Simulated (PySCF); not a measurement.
# C2H8B2FN: the cost of one run

Computed with PySCF 2.14.0, with density-fitted response routines of our own, on a single molecule in the gas phase. Atoms count from 0, in the outputs and in this text.

## 1. The molecule as given

14 atoms, charge 0, multiplicity 1; geometry from: GFN2-xTB. The atoms were then displaced at random by about 0.01 Å, so the start is not that level's minimum.

Bonds of the start (Å): C0–C1 1.50, C1–B2 1.60, B2–N3 1.42, C1–B4 1.56, B4–F5 1.32, C0–H6 1.11, C0–H7 1.08, C0–H8 1.10, C1–H9 1.08, B2–H10 1.18, N3–H11 1.00, N3–H12 0.95, B4–H13 1.20.

## 2. Optimising the geometry at PBE0-D3(BJ)/def2-SVP

Job settings and geometry (Å):

```
{"job": {"xc": "PBE0", "basis": "def2-SVP", "d3": "d3bj", "grid": 1, "shake": 0.01, "kind": "geom"}, "charge": 0, "multiplicity": 1}
C     -1.294540     1.239010    -0.170630
C     -0.329350     0.108340    -0.385920
B      0.997030     0.271310     0.486860
N      2.136910    -0.525490     0.213610
B     -0.889380    -1.316500    -0.069910
F     -0.253790    -2.367480    -0.542680
H     -0.833880     2.220100    -0.385930
H     -1.653880     1.285360     0.847180
H     -2.180970     1.163010    -0.809120
H      0.007750     0.125280    -1.417070
H      1.080110     1.057080     1.369410
H      2.087350    -1.248750    -0.478270
H      2.949930    -0.484700     0.703300
H     -1.830440    -1.541650     0.631420
```

Run with:

```console
OMP_NUM_THREADS=1 python probes_run.py task.json out
```

This one command runs all jobs of the session in turn.

Q: Estimate the wall time and peak memory of this first job on 1 thread of Arm Neoverse V2, shared host.

About 51 s, with a peak of 0.52 GiB.
